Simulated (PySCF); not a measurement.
**Solver options tried on CSe**

The same problem is solved with other solver options, one edit a run.

Computed with PySCF 2.14.0. Level: method and basis as typed in the scripts.

4 further runs of the same task are left out: 1 for a known fault of the program, 3 that didn't finish.

## 1. The starting structure

CSe: 2 atoms, charge 0, spin multiplicity 1.

Bond lengths: C1–Se2 1.916 Å.

## 2. The base run

Input file input.py:

```python
from pyscf import gto, scf, cc

mol = gto.M(
    atom='C 0 0 0; Se 0 0 1.916',
    basis='6-31g*',
    charge=0,
    spin=0,
    symmetry=True,
    verbose=4,
)
mf = scf.RHF(mol)
mf.kernel()
mycc = cc.CCSD(mf)
mycc.kernel()
mf.dip_moment()
print('orbital energies (hartree):', mf.mo_energy[..., max(0, mol.nelec[1]-3):mol.nelec[0]+3].round(4))
```

The run is started by

```
> OMP_NUM_THREADS=1 python input.py
```

Its log is not repeated here.

In short: E(SCF) = -2437.264714 Eh, 10 cycles, E(CCSD) − E(SCF) = -0.41926 Eh, μ = 0.19 D (of the SCF density).

The bond length is a typed value, not an optimised one.

## 3. Convergence threshold 1e-07 hartree

Variant 1 changes convergence threshold: default → 1e-07 hartree.

Input file input.py:

```python
from pyscf import gto, scf, cc

mol = gto.M(
    atom='C 0 0 0; Se 0 0 1.916',
    basis='6-31g*',
    charge=0,
    spin=0,
    symmetry=True,
    verbose=4,
)
mf = scf.RHF(mol)
mf.conv_tol = 1e-07
mf.kernel()
mycc = cc.CCSD(mf)
mycc.kernel()
mf.dip_moment()
print('orbital energies (hartree):', mf.mo_energy[..., max(0, mol.nelec[1]-3):mol.nelec[0]+3].round(4))
```

The run is started by

```
> OMP_NUM_THREADS=1 python input.py
```

## 4. Initial guess hcore

Variant 2 changes initial guess: minao → hcore.

Edit input.py of step 2 so:

```diff
@@ -11,2 +11,3 @@
 mf = scf.RHF(mol)
+mf.init_guess = 'hcore'
 mf.kernel()
```

## 5. Initial guess core

Variant 3 changes initial guess: minao → core.

Edit input.py of step 2 so:

```diff
@@ -11,2 +11,3 @@
 mf = scf.RHF(mol)
+mf.init_guess = 'core'
 mf.kernel()
```

**Question.** What will these runs give? Wanted: for each run, E(SCF); from base; gap; SCF dipole; after the SCF.

The runs gave:

```csv
run,E(SCF) (hartree),from base (eV),cycles,gap (eV),SCF dipole (D),after the SCF
base,-2437.264714,0,10,11.05,0.19,CCSD correlation -11.409 eV
convergence threshold 1e-07 hartree,-2437.264714,0.0000,9,11.05,0.19,CCSD correlation -11.409 eV
initial guess hcore,-2437.264714,0.0000,14,11.06,0.19,CCSD correlation -11.409 eV
initial guess core,-2437.264714,0.0000,10,11.05,0.19,CCSD correlation -11.409 eV
```

Distance from each run's final energy (log10 hartree) by cycle:

```csv
run,cycle 1,cycle 2,cycle 3,cycle 5,cycle 8,cycle 12
base,-0.9,-0.5,-2.4,-3.5,-7.2,done
convergence threshold 1e-07 hartree,-0.9,-0.5,-2.4,-3.5,-7.2,done
initial guess hcore,2.2,2.0,2.1,-0.4,-2.8,-7.5
initial guess core,-0.9,-0.5,-2.4,-3.5,-7.2,done
```

**Reading.** With convergence threshold 1e-07 hartree or initial guess hcore or initial guess core the SCF ends at the base energy. PySCF falls back to minao for a guess that it doesn't know or can't read, so that run repeats the base. The base needs 10 cycles and the run with initial guess hcore needs 14.
